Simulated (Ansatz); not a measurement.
Nudged elastic band run: Sr4LiCl8, charge +1

input.yaml

```yaml
crystal:
  lattice:
    - [6.965, 0.0, 0.0]
    - [0.0, 6.965, 0.0]
    - [0.0, 0.0, 6.965]
  atoms:
    - { symbol: Sr, position: [-0.00058348, -0.0099009, 0.00078717] }
    - { symbol: Cl, position: [0.29033944, 0.19922459, 0.20980136] }
    - { symbol: Cl, position: [0.76793974, 0.72198357, 0.73225169] }
    - { symbol: Sr, position: [0.49942107, 0.49023362, 0.00070716] }
    - { symbol: Cl, position: [0.70735619, 0.78223534, 0.20868516] }
    - { symbol: Cl, position: [0.23143941, 0.25859969, 0.7330929] }
    - { symbol: Sr, position: [0.4993629, -0.00990231, 0.50073061] }
    - { symbol: Cl, position: [0.70800763, 0.1987204, 0.79214105] }
    - { symbol: Cl, position: [0.23096779, 0.72231928, 0.26922537] }
    - { symbol: Sr, position: [-0.00042732, 0.48962387, 0.50054692] }
    - { symbol: Cl, position: [0.2914904, 0.78229017, 0.79283051] }
    - { symbol: Cl, position: [0.76702986, 0.2585386, 0.26868524] }
    - { symbol: Li, position: [0.49929317, 0.99000797, 0.00090115] }
total_charge: 1
basis:
  ecutwfc: 420.0
kpoints:
  mp_grid: { grid: [2, 2, 2] }
hamiltonian:
  xc: pbe
scf:
  occupations: { method: fermi_dirac, width: 0.02 }
  lower_state_search: "off"
  max_iter: 65
neb:
  images: 3
  f_tol: 0.05
  max_iterations: 50
  order_check: false
  spring: 0.1
  optimiser: fire
  final_atoms:
    - { symbol: Sr, position: [-0.00957758, -3.366e-05, -0.00013443] }
    - { symbol: Cl, position: [0.22117518, 0.2693567, 0.26924012] }
    - { symbol: Cl, position: [0.70136614, 0.78934483, 0.7892477] }
    - { symbol: Sr, position: [0.49077321, 0.50023074, -0.00013553] }
    - { symbol: Cl, position: [0.7592384, 0.73138635, 0.26649929] }
    - { symbol: Cl, position: [0.28281704, 0.20795032, 0.79248969] }
    - { symbol: Sr, position: [0.49077023, -3.621e-05, 0.50013315] }
    - { symbol: Cl, position: [0.75923099, 0.26659317, 0.73129353] }
    - { symbol: Cl, position: [0.28282195, 0.79260122, 0.20784024] }
    - { symbol: Sr, position: [-0.01038451, 0.50130954, 0.50122104] }
    - { symbol: Cl, position: [0.22414567, 0.73162045, 0.73150796] }
    - { symbol: Cl, position: [0.69791539, 0.20773189, 0.20763202] }
    - { symbol: Li, position: [0.49019883, 1.00023649, 0.0001377] }
```

Command:

```bash
$ ansatz run input.yaml --threads 2 --pin off --max-ram 5120MiB --backend cpu --events-out ev --progress --plain --runs-dir out
```

Output, in part (warnings, iteration lines):

```
NEB end point (image 0): max|allowed force component| = 8.750e-3 eV/Å (the criterion of neb.relax_end_points is 1.000e-2)
NEB end point (image 4): max|allowed force component| = 9.589e-3 eV/Å (the criterion of neb.relax_end_points is 1.000e-2)
NEB iter   1: max|band force component| = 2.058e-1 eV/Å  barrier→ = 0.3163 eV  barrier← = 0.3160 eV  CI = image 2  Δτ_max = 0.0050 Å  (40 SCF iters)
NEB iter   2: max|band force component| = 1.898e-1 eV/Å  barrier→ = 0.3029 eV  barrier← = 0.3027 eV  CI = image 2  Δτ_max = 0.0096 Å  (12 SCF iters)
NEB iter   3: max|band force component| = 1.591e-1 eV/Å  barrier→ = 0.2804 eV  barrier← = 0.2801 eV  CI = image 2  Δτ_max = 0.0135 Å  (12 SCF iters)
NEB iter   4: max|band force component| = 1.160e-1 eV/Å  barrier→ = 0.2555 eV  barrier← = 0.2552 eV  CI = image 2  Δτ_max = 0.0164 Å  (13 SCF iters)
NEB iter   5: max|band force component| = 6.391e-2 eV/Å  barrier→ = 0.2359 eV  barrier← = 0.2357 eV  CI = image 2  Δτ_max = 0.0179 Å  (15 SCF iters)
NEB iter   6: max|band force component| = 7.649e-3 eV/Å  barrier→ = 0.2278 eV  barrier← = 0.2275 eV  CI = image 2  Δτ_max = 0.0000 Å  (15 SCF iters)
```

The run converged. The order of the point at the top wasn't checked. Limits of this set-up: a small cell, in which the defect meets its images, a typed lattice constant that wasn't relaxed here, charged cell in a uniform background, uncorrected.

Final band (atoms are numbered from 1 in the order of the input):

```tsv
image	path coordinate (Å)	energy (eV)	Cl2–Li13 (Å)	Cl3–Sr10 (Å)	Cl5–Li13 (Å)
0	0.00	0.000	2.52	2.80	2.51
1	0.53	0.126	2.75	2.92	2.74
2	1.04	0.228	2.94	3.08	2.93
3	1.55	0.126	3.11	3.26	3.10
4	2.08	0.000	3.25	3.48	3.23
```

Run time: 47 s on 2 threads of AMD EPYC 9R14 (Zen 4), with other jobs on the host, peak memory 1 GiB.
